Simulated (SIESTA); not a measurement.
The system is Ta3AsAu2O13.

```
CELL_PARAMETERS angstrom
5.72385 -0.00745 -0.00403
1.30279 6.25499 0.00561
0.27574 1.30074 8.36754
ATOMIC_POSITIONS crystal
Ta 0.21713 0.30521 0.58431
Ta 0.03325 0.11123 0.99855
Ta 0.58248 0.62145 0.50482
As 0.58707 0.89691 0.83049
Au 0.58004 0.09228 0.18613
Au 0.04485 0.82077 0.44682
O 0.66201 0.69726 0.71088
O 0.51632 0.13418 0.69625
O 0.85098 0.88773 0.91932
O 0.34466 0.87003 0.94651
O 0.73015 0.29240 0.03095
O 0.24622 0.21809 0.11075
O 0.12900 0.09398 0.49104
O 0.48032 0.38887 0.43499
O 0.05966 0.26685 0.78594
O 0.93330 0.53240 0.45645
O 0.49975 0.85161 0.34971
O 0.25256 0.62988 0.62473
O 0.91878 0.95175 0.22636
```

The cell was built by a generator and needn't be a form met in nature.

* Program: SIESTA 5.4.2
* Task: relaxation of cell and atoms
* Functional: RPBE
* Potentials or basis: PseudoDojo 0.4 standard (PBE files)
* Basis: DZP (energy shift 0.003 Ry; two zetas on semicore shells)
* Grid cutoff: 800 Ry
* Energy shift: 0.003 Ry
* k mesh: 4 × 4 × 3
* Occupations: fermi-dirac, width 0.05 eV
* Spin: no spin polarisation

At the start: pressure 6.4 GPa; volume 15.77 Å³/atom.

Question: How do energy, volume and symmetry change on relaxing?

Answer: Over 13 steps the energy falls by 15.8 meV/atom and the volume is 16.41 Å³/atom (+4.1 %); space group P1 (No. 1, to 0.05 Å).

The path:
| step | energy change (eV) | largest force (eV/Å) | pressure (GPa) | volume (Å³) |
| --- | --- | --- | --- | --- |
| 1 | 0.0000 | 0.9810 | 6.39 | 299.62 |
| 2 | -0.2508 | 0.6495 | 0.80 | 308.55 |
| 3 | -0.2781 | 0.3320 | 0.70 | 309.69 |
| 4 | -0.2868 | 0.1705 | 0.16 | 310.76 |
| 5 | -0.2903 | 0.1232 | 0.07 | 311.17 |
| 6 | -0.2925 | 0.1011 | 0.01 | 311.41 |
| 7 | -0.2949 | 0.0868 | 0.01 | 311.54 |
| 8 | -0.2967 | 0.0738 | 0.01 | 311.65 |
| 9 | -0.2979 | 0.0612 | 0.00 | 311.73 |
| 10 | -0.2990 | 0.0460 | 0.00 | 311.80 |
| 11 | -0.2996 | 0.0358 | 0.00 | 311.83 |
| 12 | -0.3000 | 0.0308 | 0.00 | 311.85 |
| 13 | -0.3005 | 0.0256 | 0.00 | 311.86 |

Final structure:
```xyz
19
Lattice="5.8038 -0.0126 -0.0184 1.3154 6.3357 -0.0125 0.2575 1.2976 8.4747" Properties=species:S:1:pos:R:3 pbc="T T T"
Ta    1.8191    2.6920    4.9561
Ta    0.6015    2.0169    8.4526
Ta    4.3272    4.5845    4.2530
As    4.7893    6.7541    7.0228
Au    3.5269    0.8163    1.5614
Au    1.4531    5.7881    3.7695
O     4.9650    5.3153    5.9990
O     3.3691    1.7575    5.8722
O     6.3514    6.7852    7.7745
O     3.3784    6.7218    8.0315
O     4.6386    1.8774    0.2444
O     1.7260    1.5589    0.9331
O     1.0053    1.2577    4.1535
O     3.3985    3.0279    3.6694
O     0.9141    2.7066    6.6635
O     6.2265    3.9536    3.8561
O     4.0957    5.8392    2.9535
O     2.4761    4.8137    5.2834
O     6.6201    6.2555    1.8567
```

Caveat: short orbitals over semicore shells can move pressures by several GPa; the potentials were made for another functional, which shifts forces and pressure; the basis of atomic orbitals isn't converged, which shifts pressures, moduli and gaps.
